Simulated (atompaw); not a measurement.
**Magnesium: generating and testing a PAW (atompaw) potential**

Aim: build the potential from the settings below, then test how well it stands in for the atom: scattering, ghost states and the plane-wave cutoff that it needs.

Method: atompaw 4.2.0.5, PBEsol, non-relativistic.

## Step 1: Starting point

The settings as typed:

- element: magnesium (Mg, Z = 12)
- type: PAW
- frozen core: [He]
- valence charge: 10
- reference configuration: 2s2 2p6 3s1 3p1
- partial waves: 2s (bound): rc 0.70 bohr; 3s (bound): rc 1.35 bohr; 2p (bound): rc 1.00 bohr; 3p (bound): rc 1.35 bohr; 3d channel at -0.05 Ry: rc 1.10 bohr
- local potential: troulliermartins scheme with l = 3 at 0 Ry, radius 1.20 bohr
- core correction: smooth core density matched at 0.75 bohr
- augmentation charge: besselshape compensation charge, radius 1.05 bohr; PAW radius 1.35 bohr; waves and projectors: custom polynom2 7 10 vanderbiltortho

The outer shells as boxes (Hund's rule for the drawing; the calculation is spin-unpolarised):

```
[He] core
2s [↑↓]
2p [↑↓][↑↓][↑↓]
3s [↑ ]
3p [↑ ][  ][  ]
```

An earlier all-electron run gives the scale for the radii.

All-electron outer shells of the reference configuration (PBEsol, non-relativistic, ld1.x):

| shell | level (eV) | outermost node (bohr) | outermost maximum (bohr) |
| --- | --- | --- | --- |
| 1s | -1256.29 | – | 0.09 |
| 2s | -81.37 | 0.18 | 0.55 |
| 2p | -48.64 | – | 0.48 |
| 3s | -5.61 | 0.90 | 2.50 |
| 3p | -2.06 | 0.95 | 3.37 |

## Step 2: The generation run

Input file Mg.input:

```
Mg 12
GGA-PBESOL loggrid 1500 logderivrange -8 5 326
3 3 0 0 0 0
3 0 1
3 1 1
0 0 0
c
v
v
v
v
2
1.35 1.05 1.20 0.75
n
n
y
-0.05
n
custom polynom2 7 10 vanderbiltortho besselshape
3 0 troulliermartins
0.70
1.35
1.00
1.35
1.10
PWSCFOUT
UPFDX 0.0125d0 UPFXMIN -7.d0 UPFZMESH 12.d0
END
```

Launch:

```console
$ atompaw < Mg.input > Mg.log
```

**Question.** What will these runs give? Wanted: cutoffs; bound ghosts; largest phase difference near zero energy, channels read; lowest eigenvalue of the overlap; share of valence orbitals outside the PAW sphere; UPF file.

**Answer**, as computed:

| quantity | value |
| --- | --- |
| cutoffs | not determined |
| bound ghosts | not determined |
| largest phase difference near zero energy, channels read | 0.019 rad |
| lowest eigenvalue of the overlap (Bessel basis) | 0.551 (s) |
| share of valence orbitals outside the PAW sphere | 2s 4 %, 3s 96 %, 2p 6 %, 3p 98 % |
| UPF file | written |

Even at 400 Ry an occupied level stays 1320 mRy from its reference, so no cutoffs are read. The basis also finds an s level at -1.35 Ry, below the valence levels, which may be a ghost. Ghosts could not be judged. Near zero energy the phases of the channels with partial waves that could be evaluated agree within 0.019 rad. The pseudo curves have a pole with no partner nearby in the atom's: s at -1.32 Ry. These are tests on the free atom; a crystal test is still owed.
